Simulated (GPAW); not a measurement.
Set up this calculation in GPAW 26.7.0, as an ASE script.

```yaml
Task: single point
Functional: RPBE
Potentials_or_basis: the program's PAW data sets (release 1.2.1) made for this functional
Cutoff: 800 eV
Basis: pw
k_mesh: 10 × 10 × 7
Occupations: gaussian, width 0.05 eV
Spin: collinear spin, ferromagnetic start
Starting_moments: "[3.0, 0.0, 0.0] μB"
Maxiter: 150
```

The structure of LiFeN lies in LiFeN.xyz:

```xyz
3
Lattice="3.1006003459 0.0000000000 0.0000000000 -1.5503001729 2.6851986665 0.0000000000 0.0000000000 0.0000000000 4.1453390000" Properties=species:S:1:pos:R:3 pbc="T T T"
Fe    -0.0000000001      1.7901324444      2.0726695000
N      0.0000000000      0.0000000000      2.0726695000
Li     0.0000000000      0.0000000000      0.0000000000
```

The cell comes from a database or a generator and needn't be the stable form of this composition.

One way to write it, as run:

run.py

```python
from ase.dft.bandgap import bandgap
from ase.io import read, write
from ase.units import Bohr, GPa
from gpaw import GPAW, PW
from gpaw.elf import elf_from_dft_calculation

atoms = read('LiFeN.xyz')
atoms.set_initial_magnetic_moments([3.0, 0.0, 0.0])

calc = GPAW(mode=PW(800),
            xc='RPBE',
            kpts={'size': (10, 10, 7), 'gamma': True},
            occupations={'name': 'methfessel-paxton', 'order': 0, 'width': 0.05},
            nbands=18,
            convergence={'density': 1e-05, 'energy': 1e-05},
            maxiter=150,
            txt='gpaw.txt')
atoms.calc = calc
energy = atoms.get_potential_energy()
forces = atoms.get_forces()
stress = atoms.get_stress()
calc.write('gs.gpw')
write('result.traj', atoms)
print(f'Energy: {energy:.6f} eV')
print('Forces (eV/A):')
print(forces.round(4))
print('Stress (GPa):', (stress / GPa).round(3))
print('Moments:', calc.get_magnetic_moments().round(3))
print('Fermi level:', round(calc.get_fermi_level(), 4), 'eV')
print(f'Gap: {bandgap(calc)[0]:.4f} eV, direct: {bandgap(calc, direct=True)[0]:.4f} eV')

# fields on the real-space grid
write('density.cube', atoms, data=calc.get_pseudo_density() * Bohr**3)
write('potential.cube', atoms, data=calc.get_electrostatic_potential())
write('spin.cube', atoms, data=(calc.get_pseudo_density(spin=0) - calc.get_pseudo_density(spin=1)) * Bohr**3)
write('elf.cube', atoms, data=elf_from_dft_calculation(calc).data)
```

Potentials or basis: the program's PAW data sets (release 1.2.1) made for this functional, pw.

Command:

```bash
$ OMP_NUM_THREADS=1 python run.py
```

Results of the run:

```json
{"Pressure": "5.6 GPa", "Band gap on the k mesh": "none (metal or under the smearing width)", "Net moment": "0.24 μB per cell", "Site moments": "Fe +0.25; N -0.00; Li -0.00 μB"}
```

Run time: 2.4 min on 1 thread of Arm Neoverse V1, with other jobs on the host, peak memory 0.23 GiB.
